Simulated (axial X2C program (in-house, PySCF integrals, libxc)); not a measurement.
# IB: bond curves with and without spin–orbit coupling

Aim: find the lowest determinant of IB, scan the bond at several levels and fit the constants, once spin-free and once with spin–orbit coupling.

Program: an in-house X2C program for linear molecules on PySCF integrals. Level of theory: all-electron X2C, I dyall-cv3z, B dyall-v3z. These are calculated values, not measurements.

### 1 The job

Contents of task.json:

```json
{
 "zs": [
  53,
  5
 ],
 "q": 0,
 "bas": [
  "dyall-cv3z",
  "dyall-v3z"
 ],
 "levels": [
  "PBE0",
  "HF",
  "PBE50"
 ],
 "cc": true,
 "r0": 2.18,
 "thr": -2.0,
 "nmax": 90,
 "npts": 10,
 "nst": 2,
 "ntry": 6
}
```

Keys: zs atomic numbers; q charge; bas basis sets; levels methods (HF also brings MP2); cc coupled cluster on or off; r0 starting distance in Å; thr threshold in hartree for freezing inner shells (an s shell follows its p shell); nmax most natural virtual spinors; npts points asked for on the curve; nst determinants followed; ntry starts of the search.

Command:

```console
$ python so2c.py task.json out
```

Spin-free means the one-electron spin-free X2C Hamiltonian; two-component (2c) means X2C with spin–orbit coupling and atomic mean-field two-electron Coulomb and Gaunt terms. Basis: I dyall-cv3z contracted to [11s12p8d4f1g], B dyall-v3z contracted to [7s6p2d1f]; Gaussian nuclei, density fitting. Masses: I 126.904 u, B 11.009 u.

Notation: σ, π±, δ± give the projection m of an orbital's angular momentum (0, ±1, ±2), α and β its spin, Λ and M_S the sums; ω is the projection of a spinor's total angular momentum and Ω the sum. Logs are in hartree.

The results follow Hamiltonian by Hamiltonian and level by level.

### 2 Search for the lowest determinant

Determinants are compared with PBE0 at 2.180 Å.

Spin-free determinants:

```json
{"ΔE (eV)": "0.00", "state": "M_S = 0, Λ = 0", "open shells": "closed shell"}
{"ΔE (eV)": "1.83", "state": "M_S = 1, Λ = 1", "open shells": "beyond closed shells: σα, π+α"}
{"ΔE (eV)": "2.57", "state": "M_S = 0, Λ = 1", "open shells": "beyond closed shells: σα, π+β"}
{"ΔE (eV)": "4.45", "state": "M_S = 1, Λ = 0", "open shells": "beyond closed shells: π+α, π+β, 2 × π-α"}
{"ΔE (eV)": "4.45", "state": "M_S = 1, Λ = 2", "open shells": "beyond closed shells: 2 × π+α, π+β, π-α"}
{"ΔE (eV)": "4.56", "state": "M_S = 0, Λ = 2", "open shells": "beyond closed shells: π+α, 2 × π+β, π-α"}
{"ΔE (eV)": "5.29", "state": "M_S = 1, Λ = 0", "open shells": "beyond closed shells: π+α, π-α"}
```

Two-component determinants:

| ΔE (eV) | state | open shells |
| --- | --- | --- |
| 0.00 | Ω = 0 | closed shell |
| 1.87 | Ω = 2 | excess of +ω over −ω: ω = 1/2, ω = 3/2 |
| 2.50 | Ω = 1 | excess of +ω over −ω: 2 × ω = 1/2 |
| 2.58 | Ω = 1 | excess of +ω over −ω: ω = -1/2, ω = 3/2 |
| 4.12 | Ω = 1 | excess of +ω over −ω: ω = -1/2, ω = 3/2 |
| 4.16 | Ω = 3 | excess of +ω over −ω: 2 × ω = 3/2 |
| 4.23 | Ω = 2 | excess of +ω over −ω: ω = 1/2, ω = 3/2 |

### 3 PBE0, spin-free

State followed: M_S = 0, Λ = 0 (closed shell). The scan is laid around 2.141 Å, a first estimate of the minimum, and this SCF restarts from the orbitals of the search.

The SCF at the reference distance of 2.141 Å:

```text
spin-free X2C-1e  PBE0
basis functions 166  fitting functions 894  grid points 5080
iter        total energy     max residual
   1      -7139.432993817     3.16e+00
   2      -7140.074310313     8.96e-02
   3      -7140.083023994     2.02e-02
   4      -7140.085064300     3.27e-02
   5      -7140.086750279     3.45e-03
   6      -7140.086855924     4.89e-03
   7      -7140.086927379     7.70e-04
   8      -7140.086928674     1.17e-04
   9      -7140.086928899     6.87e-05
  10      -7140.086928910     1.77e-05
  11      -7140.086928911     1.92e-06
converged
one-electron -9916.57183257  Coulomb 2897.80448096  exact exchange -46.02153297  xc functional -140.79639132  nuclear repulsion 65.49834698
```

Along the bond, energies from the lowest point:

```
R (Å)  E (eV)  μ (D)  HOMO (eV)  LUMO (eV)  iterations
1.863  0.6847  -3.11      -6.40      -1.90          22
1.948  0.2801  -2.57      -6.67      -2.04          17
2.013  0.1084  -2.16      -6.87      -2.15          15
2.077  0.0214  -1.74      -7.06      -2.26          13
2.141  0.0000  -1.32      -7.24      -2.38          11
2.216  0.0380  -0.83      -7.42      -2.52          14
2.291  0.1264  -0.35      -7.57      -2.66          12
2.387  0.2920   0.26      -7.72      -2.84          13
2.505  0.5456   0.97      -7.83      -3.06          13
2.676  0.9647   1.94      -7.60      -3.37          14
```

Dipoles are positive if B is the positive end.

Outer orbitals at the reference distance:

```
symmetry  occupied  ε (eV)           atomic character
      σα       yes  -20.30  74% I s, 12% B p, 10% B s
      σα       yes  -12.53   48% I p, 38% B s, 8% I s
     π+α       yes   -8.75   85% I p, 12% B p, 3% B d
     π-α       yes   -8.75   85% I p, 12% B p, 3% B d
      σα       yes   -7.24  38% B p, 36% B s, 21% I p
     π+α        no   -2.38   80% B p, 10% I p, 8% I d
     π-α        no   -2.38   80% B p, 10% I p, 8% I d
      σα        no    0.21  33% B p, 27% I p, 24% I d
      σα        no    1.92  47% B p, 21% B s, 13% I s
```

PBE0 fields in the half plane through the axis: z from -2.4 to 4.5 Å across, distance from the axis 0.15 to 2.25 Å upwards; I lies at z = 0 and B at z = 2.141 Å; the ELF is damped to zero where the density is low.

log10 density (e/bohr³). Ten even steps from ' ' (-4.58 ) to '@' (1.84 ):
```
    ....::::::::::::::::::::..............      
  ....::::::------------::::::::::::::::....    
....::::------======----------------::::::....  
..::::----================--------------::::....
..::----====++++++++++================----::::..
..::--====++++******++++++====++++======----::..
::::--====++**######**++++++++++++++++==----::..
::::--==++++**%%@@%%**++++++++%%**++++====--::::
```

ELF. Ten even steps from ' ' (0.00 ) to '@' (1.00 ):
```
          ..::------::..                        
      ..::--++++**++==--..      ..----::..      
    ..::==++**######**==::....::==##%%##++::    
    ::==**##%%%%%%####**--::::==##@@@@@@@@**..  
  ..--++########****##**++--==**@@@@@@@@@@@@++  
  ::==**####++::::::==******++**@@@@@@@@@@@@%%::
  ::==**##++::++##++::++##%%::  ::@@@@@@@@@@@@--
  ::++**##====**##**----%%%%  @@..%%@@@@@@@@@@==
```

Re = 2.133 Å, ωe = 581 cm⁻¹, ωexe = 2.57 cm⁻¹, Be = 0.3656 cm⁻¹, De = 3.75 eV, μ = -1.37 D.

### 4 HF, spin-free

The SCF at the reference distance of 2.141 Å:

```text
spin-free X2C-1e  HF
basis functions 166  fitting functions 894  grid points 5080
iter        total energy     max residual
   1      -7137.355136497     3.50e-01
   2      -7137.377406407     6.82e-03
   3      -7137.378514196     1.67e-02
   4      -7137.378758018     4.14e-03
   5      -7137.378800176     1.50e-03
   6      -7137.378805914     6.92e-04
   7      -7137.378806537     8.60e-05
   8      -7137.378806586     4.72e-05
   9      -7137.378806590     8.61e-06
  10      -7137.378806590     1.41e-06
converged
one-electron -9915.57381660  Coulomb 2896.84894426  exact exchange -184.15228124  xc functional 0.00000000  nuclear repulsion 65.49834698
```

Re = 2.155 Å, ωe = 566 cm⁻¹, ωexe = 2.68 cm⁻¹, Be = 0.3585 cm⁻¹, De = 2.21 eV, μ = -0.91 D.

### 5 PBE50, spin-free

The SCF at the reference distance of 2.141 Å:

```text
spin-free X2C-1e  PBE50
basis functions 166  fitting functions 894  grid points 5080
iter        total energy     max residual
   1      -7140.171256929     1.20e-01
   2      -7140.174021865     3.80e-03
   3      -7140.174063804     1.55e-02
   4      -7140.174238269     9.60e-04
   5      -7140.174240470     3.75e-04
   6      -7140.174241496     4.38e-05
   7      -7140.174241526     3.05e-05
   8      -7140.174241532     4.94e-06
converged
one-electron -9916.78618512  Coulomb 2898.04508644  exact exchange -92.06290083  xc functional -94.86858901  nuclear repulsion 65.49834698
```

Re = 2.123 Å, ωe = 594 cm⁻¹, ωexe = 2.58 cm⁻¹, Be = 0.3693 cm⁻¹, De = 3.54 eV, μ = -1.29 D.

### 6 Correlated methods, spin-free

Correlated methods: 10 electrons correlated (frozen shells, counted by type: I 4 s, 3 p, 2 d; B 1 s), 224 virtual spinors in MP2, 90 natural virtuals in coupled cluster.

Output of the correlated part at 2.141 Å:

```text
correlated 10  virtual 224  natural virtual 90  E(MP2) -0.215824007  MP2 remainder -0.006241638
iter   CCSD correlation   residual
   1     -0.226511372   1.46e-01
   2     -0.235577438   6.71e-02
   3     -0.238680678   3.22e-02
   4     -0.238792677   9.56e-03
   5     -0.238852781   2.75e-03
   6     -0.238849658   1.01e-03
   7     -0.238850877   3.30e-04
   8     -0.238853838   1.11e-04
   9     -0.238852917   4.08e-05
  10     -0.238853153   1.60e-05
  11     -0.238852964   4.48e-06
  12     -0.238853008   1.74e-06
  13     -0.238853009   5.35e-07
(T) -0.012089362  T1 0.0302  D1 0.0407  max T2 0.087
```

T1 in the output is the amplitude norm over the root of the electron number; divide by √2 for the Lee–Taylor value.

MP2: Re = 2.123 Å, ωe = 594 cm⁻¹, Be = 0.3693 cm⁻¹, De = 3.65 eV.

CCSD: Re = 2.138 Å, ωe = 580 cm⁻¹, ωexe = 2.75 cm⁻¹, Be = 0.3642 cm⁻¹, De = 3.40 eV. T1 at Re = 0.021 (Lee–Taylor, the printed value over √2).

CCSD(T): Re = 2.138 Å, ωe = 578 cm⁻¹, ωexe = 2.74 cm⁻¹, Be = 0.364 cm⁻¹, De = 3.59 eV. T1 at Re = 0.021 (Lee–Taylor, the printed value over √2).

### 7 A higher determinant, spin-free

State: M_S = 1, Λ = 1 (beyond closed shells: σα, π+α).

Output at the reference distance:

```text
spin-free X2C-1e  PBE0
basis functions 166  fitting functions 894  grid points 5080
iter        total energy     max residual
   1      -7139.429683892     2.92e+00
   2      -7140.013853493     6.92e-02
   3      -7140.019341214     1.26e-02
   4      -7140.020386059     1.81e-02
   5      -7140.020952057     2.40e-03
   6      -7140.021009509     3.48e-03
   7      -7140.021044296     6.38e-04
   8      -7140.021044968     7.50e-05
   9      -7140.021045066     5.45e-05
  10      -7140.021045073     1.14e-05
converged
one-electron -9916.62173580  Coulomb 2897.95077128  exact exchange -46.03588903  xc functional -140.81253850  nuclear repulsion 65.49834698
```

```
R (Å)  E above the lowest PBE0 point (eV)
1.863                               2.149
1.948                               1.848
2.013                               1.754
2.077                               1.743
2.141                               1.793
2.216                               1.907
2.291                               2.060
2.387                               2.291
2.505                               2.589
```

Re = 2.054 Å, ωe = 664 cm⁻¹, ωexe = 3.97 cm⁻¹, Be = 0.3943 cm⁻¹, μ = -0.50 D. Te = 1.74 eV.

### 8 The spin-free curves together

Energy (eV) of the followed determinant, spin-free, from each level's lowest point:

```
R (Å)   PBE0     HF    MP2   CCSD  CCSD(T)  PBE50
1.863  0.685  0.789  0.655    n/a      n/a  0.649
1.948  0.280  0.343  0.256  0.297    0.298  0.254
2.013  0.108  0.147  0.091  0.117    0.118  0.091
2.077  0.021  0.039  0.013  0.025    0.026  0.013
2.141  0.000  0.000  0.000  0.000    0.000  0.000
2.216  0.038  0.020  0.048  0.034    0.034  0.048
2.291  0.126  0.091  0.146  0.120    0.118  0.147
2.387  0.292  0.237  0.323  0.281    0.278  0.325
2.505  0.546  0.469  0.590    n/a      n/a  0.594
2.676  0.965  0.861  1.025    n/a      n/a  1.034
```

### 9 PBE0, 2c

State followed: Ω = 0 (closed shell). The scan is laid around 2.141 Å, a first estimate of the minimum, and this SCF restarts from the orbitals of the search.

Output at 2.141 Å:

```text
two-component X2C + atomic mean field  PBE0
basis functions 166  fitting functions 894  grid points 5080
iter        total energy     max residual
   1      -7136.453317827     2.75e+00
   2      -7137.097822054     7.77e-02
   3      -7137.106519802     1.99e-02
   4      -7137.108610913     2.84e-02
   5      -7137.110301431     3.26e-03
   6      -7137.110408172     4.21e-03
   7      -7137.110479256     6.66e-04
   8      -7137.110480588     1.17e-04
   9      -7137.110480818     5.97e-05
  10      -7137.110480829     1.53e-05
  11      -7137.110480830     1.70e-06
converged
one-electron -9907.70605511  Coulomb 2896.13521833  exact exchange -45.99349881  xc functional -140.71614221  nuclear repulsion 65.49834698  atomic mean-field constant -4.32835002
```

Along the bond, energies from the lowest point:

```
R (Å)  E (eV)  μ (D)  HOMO (eV)  LUMO (eV)  iterations
1.863  0.6960  -3.13      -6.38      -1.93          23
1.948  0.2878  -2.60      -6.65      -2.06          19
2.013  0.1135  -2.19      -6.85      -2.17          15
2.077  0.0239  -1.77      -7.03      -2.28          13
2.141  0.0000  -1.36      -7.19      -2.39          11
2.216  0.0351  -0.87      -7.36      -2.53          14
2.291  0.1205  -0.40      -7.49      -2.66          12
2.387  0.2823   0.20      -7.59      -2.84          13
2.505  0.5312   0.90      -7.61      -3.05          14
2.676  0.9429   1.85      -7.31      -3.34          15
```

Dipoles are positive if B is the positive end.

Outer spinors at the reference distance:

| ω | occupied | ε (eV) | atomic character | λ mixture |
| --- | --- | --- | --- | --- |
| 1/2 | yes | -20.30 | 74% I s, 12% B p, 10% B s | 100% σ |
| 1/2 | yes | -12.55 | 49% I p, 37% B s, 8% I s | 99% σ, 1% π |
| 1/2 | yes | -9.09 | 84% I p, 10% B p, 3% B d | 97% π, 3% σ |
| 3/2 | yes | -8.45 | 83% I p, 13% B p, 3% B d | 100% π |
| 1/2 | yes | -7.19 | 38% B p, 35% B s, 22% I p | 98% σ, 2% π |
| 1/2 | no | -2.39 | 82% B p, 9% I p, 8% I d | 100% π |
| 3/2 | no | -2.34 | 79% B p, 12% I p, 8% I d | 100% π |
| 1/2 | no | 0.22 | 33% B p, 27% I p, 24% I d | 100% σ |
| 1/2 | no | 1.92 | 48% B p, 21% B s, 13% I s | 100% σ |

PBE0 fields in the half plane through the axis: z from -2.4 to 4.5 Å across, distance from the axis 0.15 to 2.25 Å upwards; I lies at z = 0 and B at z = 2.141 Å; the ELF is damped to zero where the density is low.

log10 density (e/bohr³). Ten even steps from ' ' (-4.58 ) to '@' (1.84 ):
```
    ....::::::::::::::::::::..............      
  ....::::::------------::::::::::::::::....    
....::::------======----------------::::::....  
..::::----================--------------::::....
..::----====++++++++++================----::::..
..::--====++++******++++++====++++======----::..
::::--====++**######**++++++++++++++++==----::..
::::--==++++**%%@@%%**++++++++%%**++++====--::::
```

ELF. Ten even steps from '0' (0.00 ) to '9' (1.00 ):
```
000001233321000000000000
000123556543100013321000
001245677764211247875200
002467788776322479999610
013577776676534699999950
024677522246665699999982
024675257525782029999993
025674467633880918999994
```

Re = 2.137 Å, ωe = 577 cm⁻¹, ωexe = 2.58 cm⁻¹, Be = 0.3645 cm⁻¹, De = 3.49 eV, μ = -1.38 D.

### 10 HF, 2c

The SCF at the reference distance of 2.141 Å:

```text
two-component X2C + atomic mean field  HF
basis functions 166  fitting functions 894  grid points 5080
iter        total energy     max residual
   1      -7134.374835052     4.10e-01
   2      -7134.397071214     6.80e-03
   3      -7134.398179025     1.94e-02
   4      -7134.398425215     4.88e-03
   5      -7134.398468948     1.78e-03
   6      -7134.398475123     8.47e-04
   7      -7134.398475837     9.13e-05
   8      -7134.398475906     6.85e-05
   9      -7134.398475918     1.75e-05
  10      -7134.398475923     1.61e-05
  11      -7134.398475925     1.23e-05
  12      -7134.398475926     2.33e-06
converged
one-electron -9906.70422344  Coulomb 2895.17558719  exact exchange -184.03983664  xc functional 0.00000000  nuclear repulsion 65.49834698  atomic mean-field constant -4.32835002
```

Re = 2.158 Å, ωe = 563 cm⁻¹, ωexe = 2.68 cm⁻¹, Be = 0.3575 cm⁻¹, De = 1.88 eV, μ = -0.93 D.

### 11 PBE50, 2c

Output at 2.141 Å:

```text
two-component X2C + atomic mean field  PBE50
basis functions 166  fitting functions 894  grid points 5080
iter        total energy     max residual
   1      -7137.193379826     1.40e-01
   2      -7137.196141759     3.78e-03
   3      -7137.196182833     1.79e-02
   4      -7137.196355990     1.12e-03
   5      -7137.196358243     4.33e-04
   6      -7137.196359281     4.98e-05
   7      -7137.196359314     3.10e-05
   8      -7137.196359321     5.37e-06
converged
one-electron -9907.91849801  Coulomb 2896.37380408  exact exchange -92.00676526  xc functional -94.81489710  nuclear repulsion 65.49834698  atomic mean-field constant -4.32835002
```

Re = 2.126 Å, ωe = 590 cm⁻¹, ωexe = 2.59 cm⁻¹, Be = 0.3683 cm⁻¹, De = 3.28 eV, μ = -1.31 D.

### 12 Correlated methods, 2c

Correlated methods: 10 electrons correlated (frozen shells, counted by type: I 4 s, 3 p, 2 d; B 1 s), 224 virtual spinors in MP2, 90 natural virtuals in coupled cluster.

Output of the correlated part at 2.141 Å:

```text
correlated 10  virtual 224  natural virtual 90  E(MP2) -0.215340798  MP2 remainder -0.006244605
iter   CCSD correlation   residual
   1     -0.226045139   1.45e-01
   2     -0.235103722   6.67e-02
   3     -0.238148910   3.19e-02
   4     -0.238261379   9.52e-03
   5     -0.238320464   2.76e-03
   6     -0.238317293   1.05e-03
   7     -0.238318676   3.97e-04
   8     -0.238321957   1.90e-04
   9     -0.238320514   1.12e-04
  10     -0.238320905   6.81e-05
  11     -0.238320358   3.28e-05
  12     -0.238320829   1.53e-05
  13     -0.238320841   6.38e-06
(T) -0.011989564  T1 0.0299  D1 0.0429  max T2 0.086
```

MP2: Re = 2.125 Å, ωe = 591 cm⁻¹, Be = 0.3684 cm⁻¹, De = 3.37 eV.

CCSD: Re = 2.140 Å, ωe = 577 cm⁻¹, ωexe = 2.77 cm⁻¹, Be = 0.3632 cm⁻¹, De = 3.12 eV. T1 at Re = 0.021 (Lee–Taylor, the printed value over √2).

CCSD(T): Re = 2.141 Å, ωe = 575 cm⁻¹, ωexe = 2.76 cm⁻¹, Be = 0.363 cm⁻¹, De = 3.30 eV. T1 at Re = 0.021 (Lee–Taylor, the printed value over √2).

### 13 A higher determinant, 2c

State: Ω = 2 (excess of +ω over −ω: ω = 1/2, ω = 3/2).

Output at the reference distance:

```text
two-component X2C + atomic mean field  PBE0
basis functions 166  fitting functions 894  grid points 5080
iter        total energy     max residual
   1      -7136.447341718     2.50e+00
   2      -7137.035808125     5.84e-02
   3      -7137.041359944     1.22e-02
   4      -7137.042440795     1.52e-02
   5      -7137.043015197     2.37e-03
   6      -7137.043071101     2.80e-03
   7      -7137.043104240     5.15e-04
   8      -7137.043104902     6.46e-05
   9      -7137.043104997     4.27e-05
  10      -7137.043105003     9.26e-06
converged
one-electron -9907.77560143  Coulomb 2896.30240616  exact exchange -46.00793459  xc functional -140.73197211  nuclear repulsion 65.49834698  atomic mean-field constant -4.32835002
```

```
R (Å)  E above the lowest PBE0 point (eV)
1.863                               2.222
1.948                               1.913
2.013                               1.812
2.077                               1.792
2.141                               1.833
2.216                               1.936
2.291                               2.077
2.387                               2.290
2.505                               2.562
```

Re = 2.062 Å, ωe = 648 cm⁻¹, ωexe = 4.24 cm⁻¹, Be = 0.3913 cm⁻¹, μ = -0.44 D. Te = 1.79 eV.

### 14 The 2c curves together

Energy (eV) of the followed determinant, 2c, from each level's lowest point:

```
R (Å)   PBE0     HF    MP2   CCSD  CCSD(T)  PBE50
1.863  0.696  0.800  0.665    n/a      n/a  0.660
1.948  0.288  0.350  0.263  0.304    0.305  0.262
2.013  0.113  0.152  0.096  0.122    0.123  0.096
2.077  0.024  0.042  0.015  0.027    0.028  0.015
2.141  0.000  0.000  0.000  0.000    0.000  0.000
2.216  0.035  0.017  0.046  0.032    0.031  0.045
2.291  0.121  0.086  0.141  0.115    0.113  0.141
2.387  0.282  0.229  0.315  0.273    0.270  0.316
2.505  0.531  0.457  0.578    n/a      n/a  0.581
2.676  0.943  0.843  1.007    n/a      n/a  1.014
```

The whole job took 96 s on 1 thread of Arm Neoverse V1, shared host; peak memory 0.63 GiB.

### 15 Results

Lowest determinant that the search found at its distance, spin-free: M_S = 0, Λ = 0 (closed shell).

Lowest determinant that the search found at its distance, 2c: Ω = 0 (closed shell).

```csv
Hamiltonian,level,Re (Å),ωe (cm⁻¹),De (eV),μ (D)
spin-free,PBE0,2.133,581,3.75,-1.37
spin-free,HF,2.155,566,2.21,-0.91
spin-free,MP2,2.123,594,3.65,n/a
spin-free,CCSD,2.138,580,3.40,n/a
spin-free,CCSD(T),2.138,578,3.59,n/a
spin-free,PBE50,2.123,594,3.54,-1.29
2c,PBE0,2.137,577,3.49,-1.38
2c,HF,2.158,563,1.88,-0.93
2c,MP2,2.125,591,3.37,n/a
2c,CCSD,2.140,577,3.12,n/a
2c,CCSD(T),2.141,575,3.30,n/a
2c,PBE50,2.126,590,3.28,-1.31
```

Dipoles are positive if B is the positive end.

Time per point (s) on 1 thread of Arm Neoverse V1, shared host (2c runs; CCSD comes with the CCSD(T) run); the times are rough: PBE0 0.48, HF 0.31, MP2 0.42, CCSD(T) 3.3, PBE50 0.47.

At CCSD(T), going from spin-free to two-component changes Re by +3 mÅ, ωe by -0.5 %; the spin-free picture holds up (part of it comes from the scalar share of the two-electron terms). De moves by -0.28 eV; both De rest on single-determinant atoms, which can miss part of an open shell's spin–orbit lowering.

De refers to I + B, each in the lowest determinant found, which need not be this curve's own limit. The state is a single determinant with fixed occupations, the lowest that a limited PBE0 search found. The closed shell is kept restricted; where the fragments are open shells, the energy then runs too high at long range. Dissociation energies refer to the lowest single-determinant-based atoms at the same level and basis. CCSD and (T) use frozen natural virtuals with an MP2 correction for the truncation.
